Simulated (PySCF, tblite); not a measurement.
**C₃H₈FSi radical: geometry, infrared bands and EPR parameters**

What infrared bands and EPR parameters should C₃H₈FSi radical (`C[CH]C[SiH2]F`) show?

Programs: tblite 0.8.0 and PySCF 2.14.0, with density-fitted response routines of our own. Each step states its level of theory. These are calculated values for one molecule in the gas phase, unless marked as measured. Atoms are numbered from 0 throughout.

**1. The molecule as given**

13 atoms, charge 0, multiplicity 2; geometry from: force field or distance geometry start.

Bonds of the start (Å): C0–C1 1.50, C1–C2 1.50, C2–Si3 1.87, Si3–F4 1.68, C0–H5 1.11, C0–H6 1.09, C0–H7 1.13, C1–H8 1.14, C2–H9 1.09, C2–H10 1.11, Si3–H11 1.47, Si3–H12 1.49.

**2. Geometry optimisation with GFN2-xTB**

The job: settings as JSON, then the geometry in Å.

```
{"job": {"kind": "relax", "xc": "GFN2-xTB", "basis": "xTB"}, "charge": 0, "multiplicity": 2}
C      1.740000     0.441500     0.330300
C      0.856600    -0.379400    -0.564300
C     -0.449000    -0.792100     0.053600
Si    -1.821800     0.439000    -0.282100
F     -1.429500     1.991600     0.226800
H      2.770800     0.032100     0.302100
H      1.424500     0.519600     1.374800
H      1.852400     1.494500    -0.068100
H      1.402200    -1.348400    -0.798200
H     -0.391400    -1.022600     1.118500
H     -0.756800    -1.730100    -0.464200
H     -2.175400     0.400300    -1.704200
H     -3.026900    -0.045500     0.457200
```

On the command line:

```bash
$ OMP_NUM_THREADS=1 python probes_run.py task.json out
```

The driver reads the jobs from task.json and runs them one after another.

**Question.** This job is followed by: GFN2-xTB harmonic vibrations, gas phase; UKS B3LYP, pcH-1 on C F H Si, non-relativistic, mean-field spin-orbit, GIAO. Predict these results of the whole session: strongest single infrared mode (GFN2-xTB); zero-point energy (GFN2-xTB); g(iso) (B3LYP); ⟨S²⟩; largest a(iso) (averaged by class); potential on the surface of density 0.002 e/bohr³, 1st and 99th percentile.

**Answer**, as computed:

| quantity | value |
| --- | --- |
| strongest single infrared mode (GFN2-xTB) | 2309 cm⁻¹, 385 km/mol |
| zero-point energy (GFN2-xTB) | 60.7 kcal/mol |
| g(iso) (B3LYP) | 2.00261 |
| ⟨S²⟩ | 0.754 (exact 0.75) |
| largest a(iso) (averaged by class) | 29Si on Si3, -153.1 MHz |
| potential on the surface of density 0.002 e/bohr³, 1st and 99th percentile | -1.16 V and 1.59 V |

Relaxing lowered the energy by 0.832 eV in 70 steps; the close pair that moved most is Si3–F4, from 1.680 to 1.612 Å. No mode is imaginary among the 33: a minimum at this level. The strongest single mode, at 2309 cm⁻¹, moves mainly H12. GFN2-xTB is a fitted tight-binding method: band positions and strengths are rough. Its intensities can rank the bands wrongly. Most of the unpaired spin sits on C1 (0.98 e). The isotropic g lies 0.3 ppt above the free-electron value. These values are for one conformer; the search (at its own cheap level) found 2 more, at 0.15, 0.31 kcal/mol, and measured spectra average over such forms.
